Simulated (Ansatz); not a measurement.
What does this script print? It uses Ansatz 0.2.0, Python API.

Script `run_energy.py`:
```python
"""Single point of CHBCl2Se in a Gaussian basis."""

import ansatz as az
import numpy as np

SETTINGS = {
    "basis_set": "def2-SVPD",
    "functional": "PBE0",
    "vdw": "d4",
}

GEOMETRY = """
Cl   -1.46020    1.69730   -0.42330
B    -0.81120    0.00480   -0.09170
Cl   -1.97220   -1.42460   -0.00360
C     0.71990   -0.21510    0.11370
Se    2.41530    1.14620    0.09580
H     1.10830   -1.20860    0.30910
"""

chbcl2se = az.Crystal.molecule()
for line in GEOMETRY.strip().splitlines():
    symbol, *xyz = line.split()
    chbcl2se = chbcl2se.atom(symbol, [float(v) for v in xyz])

calc = (
    chbcl2se.calculation()
    .basis(gaussian=SETTINGS["basis_set"])
    .functional(SETTINGS["functional"], dispersion=SETTINGS["vdw"])
    .forces()
)
r = calc.session().plan(threads=1).execute().report

for key in ("converged", "free_energy_ev", "reference_energy_ev", "n_frozen", "n_occupied", "n_virtual"):
    print(f"{key:22s} {r[key]}")

field = r["mean_field"]
print("<S^2> =", round(abs(field["state"]["spin_squared"]), 4), " relativity:", field["relativity"])
print("passes:", field["passes"])
if "symmetry" in field:
    print("occupied orbitals by irrep:", field["symmetry"]["occupied"])

symbols = [site.symbol for site in chbcl2se.cartesian_sites]
print("forces (eV/A)")
for symbol, f in zip(symbols, r["forces_ev_ang"]):
    print(f"  {symbol:2s} {f[0]:9.4f} {f[1]:9.4f} {f[2]:9.4f}")

charges = r["charge_distribution"]
print("dipole moment", round(4.803205 * float(np.linalg.norm(charges["dipole_moment_e_ang"])), 3), "D")
print("Mulliken:", [(s, round(q, 3)) for s, q in zip(symbols, charges["mulliken_charges_e"])])
```

```console
$ python run_energy.py
converged              True
free_energy_ev         -92089.40888723715
reference_energy_ev    -92089.2390863405
n_frozen               0
n_occupied             [40, 40]
n_virtual              [103, 103]
<S^2> = 0.0  relativity: none
passes: {'evaluations': 17, 'products': 15}
occupied orbitals by irrep: [{'A': 40}, {'A': 40}]
forces (eV/A)
  Cl    0.5295   -1.9041    0.3507
  B    -0.8422    1.0023   -0.2482
  Cl    1.2734    1.5263   -0.0902
  C     3.4029    2.8959   -0.0609
  Se   -4.5297   -3.2014   -0.0187
  H     0.1660   -0.3190    0.0674
dipole moment 1.143 D
Mulliken: [('Cl', -0.457), ('B', 0.893), ('Cl', -0.463), ('C', 0.145), ('Se', 0.041), ('H', -0.159)]
```

Total energies depend on the basis set; only differences at equal settings carry meaning. The geometry is a force-field or estimated start, not a minimum of this method, and the basis set is short of its limit. Total less reference energy is the dispersion correction. Mulliken charges are unreliable in a basis with diffuse functions. Hardware and time: 10 s on 1 thread of Arm Neoverse V2, on a shared host, peak memory 0.44 GiB.

(Lines on the test bed's own set-up are left out of the output.)
